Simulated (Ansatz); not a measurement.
# Sn: the cost of one run

Program: Ansatz 0.2.0. Level of theory: DFT r2SCAN, scalar-relativistic, plane waves, PAW. These are calculated values, not measurements.

### 1 The system as given

It takes space group I4_1/amd (No. 141, tetragonal). The conventional cell has a = 5.880 Å, b = 5.880 Å, c = 3.199 Å, α = 90.00°, β = 90.00°, γ = 90.00°. Around Sn (site symmetry -4m2) lie 6 Sn at 3.05 to 3.20 Å.

Structure file:

```xyz
2
Lattice="-2.9401 2.9401 1.5993 2.9401 -2.9401 1.5993 2.9401 2.9401 -1.5993" Properties=species:S:1:pos:R:3 pbc="T T T"
Sn    0.0000    2.9401    0.7997
Sn    0.0000    0.0000    0.0000
```

The structure comes from the Materials Project (structure only).

### 2 A first look at the start

Input file input.yaml:

```yaml
crystal:
  lattice:
    - [-2.9401404553, 2.9401404553, 1.5993019889]
    - [2.9401404553, -2.9401404553, 1.5993019889]
    - [2.9401404553, 2.9401404553, -1.5993019889]
  atoms:
    - { symbol: Sn, position: [0.75, 0.25, 0.5] }
    - { symbol: Sn, position: [0.0, 0.0, 0.0] }
basis:
  ecutwfc: 500
kpoints:
  mp_grid: { grid: [6, 6, 6] }
hamiltonian:
  xc: r2scan
scf:
  occupations: { method: gaussian, width: 0.1 }
output:
  forces: true
  stress: true
  eigenvalues: true
```

The run is started by

```
> ansatz run input.yaml --threads 1 --pin off --max-ram 1228MiB --backend cpu --events-out ev --progress --plain --runs-dir out
```

**Question.** How long does this run take on 1 thread of an x86-64 CPU, shared host, and how much memory does it need?

About 4 s, with a peak of 0.63 GiB.
